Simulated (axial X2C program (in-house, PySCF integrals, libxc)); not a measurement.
# TeCa: from the state search to constants

What are the state, bond length, wavenumber and bond energy of TeCa, and what does spin–orbit coupling change?

Computed with an in-house X2C program for linear molecules on PySCF integrals. Level: all-electron X2C, Te dyall-cv3z, Ca dyall-cv3z.

All values are calculated.

## (1) Set-up

task.json reads:

```json
{"zs": [52, 20], "q": 0, "bas": ["dyall-cv3z", "dyall-cv3z"], "levels": ["PBE0", "HF", "r2SCAN"], "cc": true, "r0": 2.75, "thr": -1.0, "nmax": 90, "npts": 10, "nst": 2, "ntry": 6}
```

Keys: zs atomic numbers; q charge; bas basis sets; levels methods (HF also brings MP2); cc coupled cluster on or off; r0 starting distance in Å; thr threshold in hartree for freezing inner shells (an s shell follows its p shell); nmax most natural virtual spinors; npts points asked for on the curve; nst determinants followed; ntry starts of the search.

Command:

```console
> python so2c.py task.json out
```

Spin-free means the one-electron spin-free X2C Hamiltonian; two-component (2c) means X2C with spin–orbit coupling and atomic mean-field two-electron Coulomb and Gaunt terms. Basis: Te dyall-cv3z contracted to [11s12p8d4f1g], Ca dyall-cv3z contracted to [11s12p6d4f]; Gaussian nuclei, density fitting. Masses: Te 129.906 u, Ca 39.963 u.

Notation: σ, π±, δ± give the projection m of an orbital's angular momentum (0, ±1, ±2), α and β its spin, Λ and M_S the sums; ω is the projection of a spinor's total angular momentum and Ω the sum. Logs are in hartree.

The results follow Hamiltonian by Hamiltonian and level by level.

## (2) Search for the lowest determinant

PBE0 moves the distance from 2.750 Å to 2.659 Å and compares determinants there.

Spin-free determinants:

| ΔE (eV) | state | open shells |
| --- | --- | --- |
| 0.00 | M_S = 0, Λ = 0 | closed shell |
| 0.92 | M_S = 1, Λ = 1 | beyond closed shells: σα, π+α, π+β, π-α |
| 0.94 | M_S = 0, Λ = 1 | beyond closed shells: σβ, π+α, π+β, π-α |
| 1.40 | M_S = 1, Λ = 0 | beyond closed shells: 2 × σα |
| 2.62 | M_S = 0, Λ = 2 | beyond closed shells: π+α, 2 × π+β, π-α |
| 2.62 | M_S = 1, Λ = 2 | beyond closed shells: 2 × π+α, π+β, π-α |
| 2.62 | M_S = 1, Λ = 0 | beyond closed shells: π+α, π+β, 2 × π-α |

Two-component determinants:

```
ΔE (eV)  state                              open shells
   0.00  Ω = 0                             closed shell
   0.74  Ω = 2   excess of +ω over −ω: ω = 1/2, ω = 3/2
   0.76  Ω = 1  excess of +ω over −ω: ω = -1/2, ω = 3/2
   1.03  Ω = 1        excess of +ω over −ω: 2 × ω = 1/2
   2.44  Ω = 3        excess of +ω over −ω: 2 × ω = 3/2
   2.72  Ω = 2   excess of +ω over −ω: ω = 1/2, ω = 3/2
   2.74  Ω = 1  excess of +ω over −ω: ω = -1/2, ω = 3/2
```

## (3) PBE0, spin-free

State followed: M_S = 0, Λ = 0 (closed shell). The scan is laid around 2.659 Å, a first estimate of the minimum, and this SCF restarts from the orbitals of the search.

The SCF at the reference distance of 2.659 Å:

```text
spin-free X2C-1e  PBE0
basis functions 229  fitting functions 972  grid points 5804
iter        total energy     max residual
   1      -7473.827674444     3.30e-05
   2      -7473.827674450     2.05e-05
   3      -7473.827674455     5.99e-06
converged
one-electron -10672.00264936  Coulomb 3204.80885693  exact exchange -52.59162050  xc functional -161.01642450  nuclear repulsion 206.97416298
```

Along the bond, energies from the lowest point:

| R (Å) | E (eV) | μ (D) | HOMO (eV) | LUMO (eV) | iterations |
| --- | --- | --- | --- | --- | --- |
| 2.313 | 0.8760 | 8.98 | -5.26 | -2.18 | 27 |
| 2.420 | 0.3581 | 9.52 | -5.08 | -2.32 | 25 |
| 2.499 | 0.1372 | 9.88 | -4.97 | -2.43 | 23 |
| 2.579 | 0.0262 | 10.19 | -4.88 | -2.54 | 20 |
| 2.659 | 0.0000 | 10.46 | -4.80 | -2.64 | 3 |
| 2.752 | 0.0509 | 10.73 | -4.72 | -2.75 | 21 |
| 2.845 | 0.1653 | 10.95 | -4.66 | -2.86 | 19 |
| 2.965 | 0.3753 | 11.16 | -4.60 | -3.00 | 20 |
| 3.111 | 0.6868 | 11.31 | -4.56 | -3.15 | 19 |
| 3.324 | 1.1757 | 11.36 | -4.54 | -3.34 | 19 |

Dipoles are positive if Ca is the positive end.

Outer orbitals at the reference distance:

```json
{"symmetry": "π+α", "occupied": "yes", "ε (eV)": "-30.04", "atomic character": "100% Ca p"}
{"symmetry": "π-α", "occupied": "yes", "ε (eV)": "-30.04", "atomic character": "100% Ca p"}
{"symmetry": "σα", "occupied": "yes", "ε (eV)": "-29.94", "atomic character": "99% Ca p"}
{"symmetry": "σα", "occupied": "yes", "ε (eV)": "-14.12", "atomic character": "75% Te s, 10% Ca p, 7% Ca d"}
{"symmetry": "σα", "occupied": "yes", "ε (eV)": "-5.51", "atomic character": "66% Te p, 23% Ca s, 6% Ca d"}
{"symmetry": "π+α", "occupied": "yes", "ε (eV)": "-4.80", "atomic character": "76% Te p, 14% Ca d, 8% Ca p"}
{"symmetry": "π-α", "occupied": "yes", "ε (eV)": "-4.80", "atomic character": "76% Te p, 14% Ca d, 8% Ca p"}
{"symmetry": "σα", "occupied": "no", "ε (eV)": "-2.64", "atomic character": "52% Ca s, 32% Ca p, 11% Te p"}
{"symmetry": "π-α", "occupied": "no", "ε (eV)": "-0.96", "atomic character": "68% Ca p, 32% Ca d"}
{"symmetry": "π+α", "occupied": "no", "ε (eV)": "-0.96", "atomic character": "68% Ca p, 32% Ca d"}
{"symmetry": "σα", "occupied": "no", "ε (eV)": "-0.87", "atomic character": "59% Ca d, 31% Ca p, 6% Ca s"}
```

PBE0 fields in the half plane through the axis: z from -2.4 to 4.8 Å across, distance from the axis 0.15 to 2.25 Å upwards; Te lies at z = 0 and Ca at z = 2.659 Å; the ELF is damped to zero where the density is low.

log10 density (e/bohr³). Ten even steps from ' ' (-4.02 ) to '@' (1.83 ):
```
      ....::::::::::::::::::::........            
    ....::::::--------::::::::::............      
  ....::::------------------::::::::............  
....::::----==========--------------::::::::......
..::::----================------======----::::....
..::::--====++++++++++==========++++++==----::::..
..::----==++++######++++======++******++==--::::..
..::----==++**%%@@%%**++====++**##@@****==----::..
```

ELF. Ten even steps from ' ' (0.00 ) to '@' (0.86 ):
```
      ..::--==++++++++******++--..                
    ..::==++**##############**--                  
  ..::==**##%%%%%%%%%%%%%%%%++..            ....  
  ::==**##%%@@%%%%%%@@@@@@##--              ::--::
..--++##%%%%%%**++**##%%%%**....::====::....::====
..--**%%%%##==::--::--##%%==..++@@@@@@##--..::==++
::==**%%%%++--##%%##::==##----@@@@##@@@@++::::==++
::==##%%##--++**%%**++--**::==@@..@@::@@##--::--**
```

Re = 2.648 Å, ωe = 307 cm⁻¹, ωexe = 0.711 cm⁻¹, Be = 0.07869 cm⁻¹, De = 2.74 eV, μ = 10.42 D.

## (4) HF, spin-free

Output at 2.659 Å:

```text
spin-free X2C-1e  HF
basis functions 229  fitting functions 972  grid points 5804
iter        total energy     max residual
   1      -7470.586111458     3.43e-01
   2      -7470.616255362     6.79e-03
   3      -7470.617710296     2.17e-02
   4      -7470.618075184     3.20e-03
   5      -7470.618116329     2.00e-03
   6      -7470.618122811     5.62e-04
   7      -7470.618123359     7.76e-05
   8      -7470.618123396     3.40e-05
   9      -7470.618123405     1.37e-05
  10      -7470.618123407     6.39e-06
  11      -7470.618123408     1.98e-06
converged
one-electron -10670.69089235  Coulomb 3203.53562030  exact exchange -210.43701433  xc functional 0.00000000  nuclear repulsion 206.97416298
```

Re = 2.714 Å, ωe = 296.2 cm⁻¹, ωexe = 0.826 cm⁻¹, Be = 0.07491 cm⁻¹, De = 0.933 eV, μ = 12.82 D.

## (5) r2SCAN, spin-free

The SCF at the reference distance of 2.659 Å:

```text
spin-free X2C-1e  r2SCAN
basis functions 229  fitting functions 972  grid points 5804
iter        total energy     max residual
   1      -7474.323966606     2.07e-01
   2      -7474.327187568     4.95e-03
   3      -7474.327563691     2.33e-02
   4      -7474.327618864     1.08e-03
   5      -7474.327629609     3.29e-03
   6      -7474.327632326     1.87e-04
   7      -7474.327633001     5.34e-04
   8      -7474.327633082     1.09e-04
   9      -7474.327633088     3.17e-05
  10      -7474.327633089     1.63e-05
converged
one-electron -10671.88489896  Coulomb 3204.71130137  exact exchange 0.00000000  xc functional -214.12819848  nuclear repulsion 206.97416298
```

Re = 2.649 Å, ωe = 308 cm⁻¹, ωexe = 0.669 cm⁻¹, Be = 0.07862 cm⁻¹, De = 3.08 eV, μ = 10.39 D.

## (6) MP2 and beyond, spin-free

Correlated methods: 8 electrons correlated (frozen shells, counted by type: Te 4 s, 3 p, 2 d; Ca 3 s, 2 p), 300 virtual spinors in MP2, 88 natural virtuals in coupled cluster.

Output of the correlated part at 2.659 Å:

```text
correlated 8  virtual 300  natural virtual 88  E(MP2) -0.159363801  MP2 remainder -0.003517630
iter   CCSD correlation   residual
   1     -0.162448567   1.21e-01
   2     -0.166210491   6.11e-02
   3     -0.168173124   2.41e-02
   4     -0.168207029   9.99e-03
   5     -0.168225487   4.47e-03
   6     -0.168242347   1.95e-03
   7     -0.168239199   6.88e-04
   8     -0.168243652   2.42e-04
   9     -0.168242356   8.27e-05
  10     -0.168242151   2.86e-05
  11     -0.168241733   1.19e-05
  12     -0.168241649   5.79e-06
  13     -0.168241626   2.01e-06
  14     -0.168241623   8.73e-07
(T) -0.010494872  T1 0.0330  D1 0.0573  max T2 0.100
```

T1 in the output is the amplitude norm over the root of the electron number; divide by √2 for the Lee–Taylor value.

MP2: Re = 2.738 Å, ωe = 282.2 cm⁻¹, Be = 0.07358 cm⁻¹, De = 2.34 eV.

CCSD: Re = 2.735 Å, ωe = 279.6 cm⁻¹, ωexe = 0.899 cm⁻¹, Be = 0.07373 cm⁻¹, De = 1.98 eV. T1 at Re = 0.024 (Lee–Taylor, the printed value over √2).

CCSD(T): Re = 2.745 Å, ωe = 275.0 cm⁻¹, ωexe = 0.801 cm⁻¹, Be = 0.0732 cm⁻¹, De = 2.19 eV. T1 at Re = 0.024 (Lee–Taylor, the printed value over √2).

## (7) A higher determinant, spin-free

State: M_S = 1, Λ = 1 (beyond closed shells: σα, π+α, π+β, π-α).

Output at the reference distance:

```text
spin-free X2C-1e  PBE0
basis functions 229  fitting functions 972  grid points 5804
iter        total energy     max residual
   1      -7473.793876427     1.75e-05
   2      -7473.793876432     1.08e-05
converged
one-electron -10668.55691614  Coulomb 3201.36398655  exact exchange -52.59321843  xc functional -160.98189140  nuclear repulsion 206.97416298
```

| R (Å) | E above the lowest PBE0 point (eV) |
| --- | --- |
| 2.313 | 2.688 |
| 2.420 | 1.876 |
| 2.499 | 1.446 |
| 2.579 | 1.135 |
| 2.659 | 0.920 |
| 2.752 | 0.763 |
| 2.845 | 0.685 |
| 2.965 | 0.669 |
| 3.111 | 0.739 |

No constants are quoted: too few points lie around the minimum for a second fit to confirm the first.

## (8) The spin-free curves together

Energy (eV) of the followed determinant, spin-free, from each level's lowest point:

| R (Å) | PBE0 | HF | MP2 | CCSD | CCSD(T) | r2SCAN |
| --- | --- | --- | --- | --- | --- | --- |
| 2.313 | 0.876 | 1.256 | 1.321 | n/a | n/a | 0.887 |
| 2.420 | 0.358 | 0.593 | 0.653 | 0.640 | 0.665 | 0.365 |
| 2.499 | 0.137 | 0.283 | 0.333 | 0.323 | 0.343 | 0.141 |
| 2.579 | 0.026 | 0.097 | 0.134 | 0.128 | 0.142 | 0.028 |
| 2.659 | 0.000 | 0.009 | 0.030 | 0.027 | 0.035 | 0.000 |
| 2.752 | 0.051 | 0.000 | 0.000 | 0.000 | 0.000 | 0.050 |
| 2.845 | 0.165 | 0.066 | 0.045 | 0.045 | 0.038 | 0.166 |
| 2.965 | 0.375 | 0.226 | 0.181 | 0.174 | 0.159 | 0.379 |
| 3.111 | 0.687 | 0.485 | 0.426 | n/a | n/a | 0.699 |
| 3.324 | 1.176 | 0.898 | 0.871 | n/a | n/a | 1.207 |

## (9) PBE0, 2c

State followed: Ω = 0 (closed shell). The scan is laid around 2.659 Å, a first estimate of the minimum, and this SCF restarts from the orbitals of the search.

The SCF at the reference distance of 2.659 Å:

```text
two-component X2C + atomic mean field  PBE0
basis functions 229  fitting functions 972  grid points 5804
iter        total energy     max residual
   1      -7470.841531243     3.86e-05
   2      -7470.841531243     4.19e-06
converged
one-electron -10663.17239881  Coulomb 3203.02878986  exact exchange -52.56161700  xc functional -160.92908398  nuclear repulsion 206.97416298  atomic mean-field constant -4.18138429
```

Along the bond, energies from the lowest point:

| R (Å) | E (eV) | μ (D) | HOMO (eV) | LUMO (eV) | iterations |
| --- | --- | --- | --- | --- | --- |
| 2.313 | 0.8970 | 8.85 | -5.08 | -2.17 | 26 |
| 2.420 | 0.3744 | 9.35 | -4.91 | -2.32 | 25 |
| 2.499 | 0.1492 | 9.67 | -4.80 | -2.42 | 25 |
| 2.579 | 0.0327 | 9.93 | -4.71 | -2.53 | 23 |
| 2.659 | 0.0000 | 10.13 | -4.64 | -2.63 | 2 |
| 2.752 | 0.0413 | 10.30 | -4.58 | -2.74 | 24 |
| 2.845 | 0.1436 | 10.38 | -4.54 | -2.85 | 21 |
| 2.965 | 0.3333 | 10.37 | -4.52 | -2.98 | 22 |
| 3.111 | 0.6109 | 10.17 | -4.53 | -3.11 | 22 |
| 3.324 | 1.0322 | 9.65 | -4.61 | -3.27 | 21 |

Dipoles are positive if Ca is the positive end.

Outer spinors at the reference distance:

| ω | occupied | ε (eV) | atomic character | λ mixture |
| --- | --- | --- | --- | --- |
| 1/2 | yes | -30.24 | 100% Ca p | 76% π, 24% σ |
| 3/2 | yes | -29.90 | 100% Ca p | 100% π |
| 1/2 | yes | -29.83 | 99% Ca p | 76% σ, 24% π |
| 1/2 | yes | -14.18 | 75% Te s, 10% Ca p, 7% Ca d | 100% σ |
| 1/2 | yes | -5.71 | 72% Te p, 16% Ca s, 7% Ca d | 80% σ, 20% π |
| 1/2 | yes | -4.93 | 72% Te p, 12% Ca d, 8% Ca s | 79% π, 21% σ |
| 3/2 | yes | -4.64 | 74% Te p, 15% Ca d, 8% Ca p | 100% π |
| 1/2 | no | -2.63 | 51% Ca s, 31% Ca p, 12% Te p | 99% σ, 1% π |
| 1/2 | no | -0.97 | 68% Ca p, 31% Ca d | 100% π |
| 3/2 | no | -0.96 | 67% Ca p, 32% Ca d | 100% π |
| 1/2 | no | -0.87 | 59% Ca d, 32% Ca p, 6% Ca s | 100% σ |

PBE0 fields in the half plane through the axis: z from -2.4 to 4.8 Å across, distance from the axis 0.15 to 2.25 Å upwards; Te lies at z = 0 and Ca at z = 2.659 Å; the ELF is damped to zero where the density is low.

log10 density (e/bohr³). Ten even steps from ' ' (-4.02 ) to '@' (1.83 ):
```
      ....::::::::::::::::::::..........          
    ....::::::--------::::::::::..............    
  ....::::------------------::::::::::..........  
....::::----==========--------------::::::::......
..::::----================------======----::::....
..::::--====++++++++++==========++++++==----::::..
..::----==++++######++++======++******++==--::::..
..::----==++**%%@@%%**++====++**##@@****==----::::
```

ELF. Ten even steps from '0' (0.00 ) to '9' (0.86 ):
```
0001234555555553100000000
0012456777777763000000100
0124678888888851000001221
0146789888899730000001232
1257888656788611244201244
1368874332378415999721245
1468853787247239979952246
2478735686536249192972236
```

Re = 2.656 Å, ωe = 299.3 cm⁻¹, ωexe = 0.836 cm⁻¹, Be = 0.07818 cm⁻¹, De = 2.51 eV, μ = 10.13 D.

## (10) HF, 2c

The SCF at the reference distance of 2.659 Å:

```text
two-component X2C + atomic mean field  HF
basis functions 229  fitting functions 972  grid points 5804
iter        total energy     max residual
   1      -7467.597298253     3.98e-01
   2      -7467.627207888     6.78e-03
   3      -7467.628623798     2.43e-02
   4      -7467.628973318     3.58e-03
   5      -7467.629014772     2.32e-03
   6      -7467.629021562     6.84e-04
   7      -7467.629022216     8.98e-05
   8      -7467.629022278     5.67e-05
   9      -7467.629022301     2.21e-05
  10      -7467.629022309     1.38e-05
  11      -7467.629022311     7.17e-06
  12      -7467.629022312     1.61e-06
converged
one-electron -10661.81976383  Coulomb 3201.71323048  exact exchange -210.31526765  xc functional 0.00000000  nuclear repulsion 206.97416298  atomic mean-field constant -4.18138429
```

Re = 2.726 Å, ωe = 284.8 cm⁻¹, ωexe = 1.08 cm⁻¹, Be = 0.07424 cm⁻¹, De = 0.720 eV, μ = 12.36 D.

## (11) r2SCAN, 2c

The SCF at the reference distance of 2.659 Å:

```text
two-component X2C + atomic mean field  r2SCAN
basis functions 229  fitting functions 972  grid points 5804
iter        total energy     max residual
   1      -7471.330586926     2.10e-01
   2      -7471.334006972     4.63e-03
   3      -7471.334338735     2.10e-02
   4      -7471.334398006     1.92e-03
   5      -7471.334412166     3.82e-03
   6      -7471.334416252     6.72e-04
   7      -7471.334417490     7.44e-04
   8      -7471.334417676     2.39e-05
   9      -7471.334417696     1.12e-04
  10      -7471.334417700     5.14e-06
converged
one-electron -10663.07636633  Coulomb 3202.95355557  exact exchange 0.00000000  xc functional -214.00438563  nuclear repulsion 206.97416298  atomic mean-field constant -4.18138429
```

Re = 2.655 Å, ωe = 303 cm⁻¹, ωexe = 0.739 cm⁻¹, Be = 0.07827 cm⁻¹, De = 3.01 eV, μ = 10.16 D.

## (12) MP2 and beyond, 2c

Correlated methods: 8 electrons correlated (frozen shells, counted by type: Te 4 s, 3 p, 2 d; Ca 3 s, 2 p), 300 virtual spinors in MP2, 90 natural virtuals in coupled cluster.

Output of the correlated part at 2.659 Å:

```text
correlated 8  virtual 300  natural virtual 90  E(MP2) -0.158762230  MP2 remainder -0.003460334
iter   CCSD correlation   residual
   1     -0.162035285   1.19e-01
   2     -0.165793676   5.97e-02
   3     -0.167727227   2.40e-02
   4     -0.167754854   9.94e-03
   5     -0.167775121   4.47e-03
   6     -0.167791042   2.00e-03
   7     -0.167787747   7.70e-04
   8     -0.167793189   3.54e-04
   9     -0.167790801   2.00e-04
  10     -0.167790973   1.20e-04
  11     -0.167789966   6.81e-05
  12     -0.167790025   3.05e-05
  13     -0.167790002   1.18e-05
  14     -0.167790018   4.76e-06
(T) -0.010369615  T1 0.0320  D1 0.0554  max T2 0.068
```

MP2: Re = 2.750 Å, ωe = 273.5 cm⁻¹, Be = 0.07295 cm⁻¹, De = 2.08 eV.

CCSD: Re = 2.752 Å, ωe = 263.8 cm⁻¹, ωexe = 1.23 cm⁻¹, Be = 0.07284 cm⁻¹, De = 1.73 eV. T1 at Re = 0.024 (Lee–Taylor, the printed value over √2).

CCSD(T): No constants are quoted: too few points lie around the minimum for a second fit to confirm the first.

## (13) A higher determinant, 2c

State: Ω = 2 (excess of +ω over −ω: ω = 1/2, ω = 3/2).

Output at the reference distance:

```text
two-component X2C + atomic mean field  PBE0
basis functions 229  fitting functions 972  grid points 5804
iter        total energy     max residual
   1      -7470.814244885     6.64e-05
   2      -7470.814244887     1.51e-05
converged
one-electron -10659.98106681  Coulomb 3199.83679001  exact exchange -52.56428567  xc functional -160.89846111  nuclear repulsion 206.97416298  atomic mean-field constant -4.18138429
```

| R (Å) | E above the lowest PBE0 point (eV) |
| --- | --- |
| 2.313 | 2.511 |
| 2.420 | 1.700 |
| 2.499 | 1.269 |
| 2.579 | 0.959 |
| 2.659 | 0.742 |
| 2.752 | 0.585 |
| 2.845 | 0.505 |
| 2.965 | 0.487 |
| 3.111 | 0.554 |

No constants are quoted: too few points lie around the minimum for a second fit to confirm the first.

## (14) The 2c curves together

Energy (eV) of the followed determinant, 2c, from each level's lowest point:

| R (Å) | PBE0 | HF | MP2 | CCSD | CCSD(T) | r2SCAN |
| --- | --- | --- | --- | --- | --- | --- |
| 2.313 | 0.897 | 1.288 | 1.349 | n/a | n/a | 0.902 |
| 2.420 | 0.374 | 0.620 | 0.677 | 0.669 | 0.692 | 0.376 |
| 2.499 | 0.149 | 0.306 | 0.353 | 0.348 | 0.367 | 0.149 |
| 2.579 | 0.033 | 0.114 | 0.149 | 0.147 | 0.160 | 0.032 |
| 2.659 | 0.000 | 0.019 | 0.038 | 0.038 | 0.045 | 0.000 |
| 2.752 | 0.041 | 0.000 | 0.000 | 0.000 | 0.000 | 0.044 |
| 2.845 | 0.144 | 0.053 | 0.035 | 0.030 | 0.024 | 0.151 |
| 2.965 | 0.333 | 0.188 | 0.155 | 0.132 | 0.120 | 0.352 |
| 3.111 | 0.611 | 0.406 | 0.380 | n/a | n/a | 0.649 |
| 3.324 | 1.032 | 0.737 | 0.792 | n/a | n/a | 1.112 |

The whole job took 3.4 min on 1 thread of Arm Neoverse V1, shared host; peak memory 0.61 GiB.

## (15) Results

Lowest determinant that the search found at its distance, spin-free: M_S = 0, Λ = 0 (closed shell).

Lowest determinant that the search found at its distance, 2c: Ω = 0 (closed shell).

| Hamiltonian | level | Re (Å) | ωe (cm⁻¹) | De (eV) | μ (D) |
| --- | --- | --- | --- | --- | --- |
| spin-free | PBE0 | 2.648 | 307 | 2.74 | 10.42 |
| spin-free | HF | 2.714 | 296.2 | 0.933 | 12.82 |
| spin-free | MP2 | 2.738 | 282.2 | 2.34 | n/a |
| spin-free | CCSD | 2.735 | 279.6 | 1.98 | n/a |
| spin-free | CCSD(T) | 2.745 | 275.0 | 2.19 | n/a |
| spin-free | r2SCAN | 2.649 | 308 | 3.08 | 10.39 |
| 2c | PBE0 | 2.656 | 299.3 | 2.51 | 10.13 |
| 2c | HF | 2.726 | 284.8 | 0.720 | 12.36 |
| 2c | MP2 | 2.750 | 273.5 | 2.08 | n/a |
| 2c | CCSD | 2.752 | 263.8 | 1.73 | n/a |
| 2c | r2SCAN | 2.655 | 303 | 3.01 | 10.16 |

Dipoles are positive if Ca is the positive end. No constants: 2c CCSD(T) (too few points lie around the minimum for a second fit to confirm the first).

Time per point (s) on 1 thread of Arm Neoverse V1, shared host (2c runs; CCSD comes with the CCSD(T) run); the times are rough: PBE0 1.3, HF 0.96, MP2 1.1, r2SCAN 1.5.

In words: At CCSD, going from spin-free to two-component changes Re by +17 mÅ, ωe by -5.6 %; at least one of these shifts is too large to ignore. De moves by -0.25 eV; both De rest on single-determinant atoms, which can miss part of an open shell's spin–orbit lowering.

De refers to Te + Ca, each in the lowest determinant found, which need not be this curve's own limit. The state is a single determinant with fixed occupations, the lowest that a limited PBE0 search found. The closed shell is kept restricted; where the fragments are open shells, the energy then runs too high at long range. De is counted from the lowest determinant-based energies of the atoms at the same level, without counterpoise correction. CCSD and (T) use frozen natural virtuals with an MP2 correction for the truncation. The meta-GGAs lack a current-density term, which matters for open shells with orbital currents, atoms included. With the outer-core shells frozen, correlated bond lengths of heavy atoms tend to come out a few hundredths of an ångström too long. T1 at Re is 0.024 (Lee–Taylor), above the customary mark of 0.02.
